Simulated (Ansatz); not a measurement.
# CH5B2Cl, SMILES BCBCl: a rigid scan of one bond length

Run with Ansatz's Python interface.

The script reads `ch5b2cl.xyz`:
```text
9

B    -0.60720    1.17750    0.04870
C     0.02700   -0.10260    0.59320
B     0.63980   -0.94400   -0.60360
Cl    0.16630   -2.65190   -0.93380
H    -0.66190    1.46830   -1.13640
H    -1.17760    1.98390    0.78860
H     0.85390    0.18050    1.31860
H    -0.69510   -0.69290    1.11140
H     1.54330   -0.46510   -1.20400
```

Script `run_scan.py`:
```python
'''Potential curve of CH5B2Cl along one bond.'''

import ansatz as az
import matplotlib.pyplot as plt
import numpy as np


def main() -> None:
    molecule = az.Crystal.molecule_from_extxyz('ch5b2cl.xyz')

    symbols = [site.symbol for site in molecule.cartesian_sites]
    start = np.array([site.position_ang for site in molecule.cartesian_sites])
    axis = (start[7] - start[1]) / np.linalg.norm(start[7] - start[1])
    moving = [7]
    lengths, energies = [0.91, 0.98, 1.07, 1.17, 1.33, 1.6, 1.92, 2.35], []
    for length in lengths:
        xyz = start.copy()
        xyz[moving] += (length - np.linalg.norm(start[7] - start[1])) * axis
        point = az.Crystal.molecule()
        for symbol, place in zip(symbols, xyz):
            point = point.atom(symbol, place.tolist())
        base = (
            point.calculation()
            .basis(gaussian='6-31G*')  # atom-centred Gaussian functions
            .functional('cam_b3lyp')
        )
        r = base.run().report
        energies.append(r['free_energy_ev'])
        print(f'r = {length:6.3f} A  E = {energies[-1]:.5f} eV  <S^2> = {abs(r["mean_field"]["state"]["spin_squared"]):.3f}')

    print('energy above the lowest point (eV):', [round(e - min(energies), 3) for e in energies])
    plt.figure(figsize=(4.5, 3))
    plt.plot(lengths, np.array(energies) - min(energies), 'o-')
    plt.xlabel('bond length (A)')
    plt.ylabel('E - E(min) (eV)')
    plt.tight_layout()
    plt.savefig('scan.png', dpi=100)


if __name__ == '__main__':
    main()
```

```console
$ python run_scan.py
r =  0.910 A  E = -14991.21637 eV  <S^2> = 0.000
r =  0.980 A  E = -14991.78217 eV  <S^2> = 0.000
r =  1.070 A  E = -14992.05927 eV  <S^2> = 0.000
r =  1.170 A  E = -14991.99992 eV  <S^2> = 0.000
r =  1.330 A  E = -14991.49315 eV  <S^2> = 0.000
r =  1.600 A  E = -14990.27027 eV  <S^2> = 0.000
r =  1.920 A  E = -14988.86831 eV  <S^2> = 0.000
r =  2.350 A  E = -14987.37237 eV  <S^2> = 0.000
energy above the lowest point (eV): [0.843, 0.277, 0.0, 0.059, 0.566, 1.789, 3.191, 4.687]
```

Caveats:
- Total energies depend on the basis set; only differences at equal settings carry meaning.
- The rest of the molecule is held rigid at a force-field or estimated start geometry, and the basis set is modest; single-reference methods fail as a bond breaks.
- The orbitals are restricted, so S² is zero by construction.
- Toward dissociation an unrestricted state can lie under the restricted one, by tenths of an eV for polar bonds under a functional and by 1 to 2 eV or more for others.
- It ran for 14 s on 1 thread of Intel(R) Xeon(R) Processor @ 2.30GHz, on a shared host, peak memory 0.29 GiB.
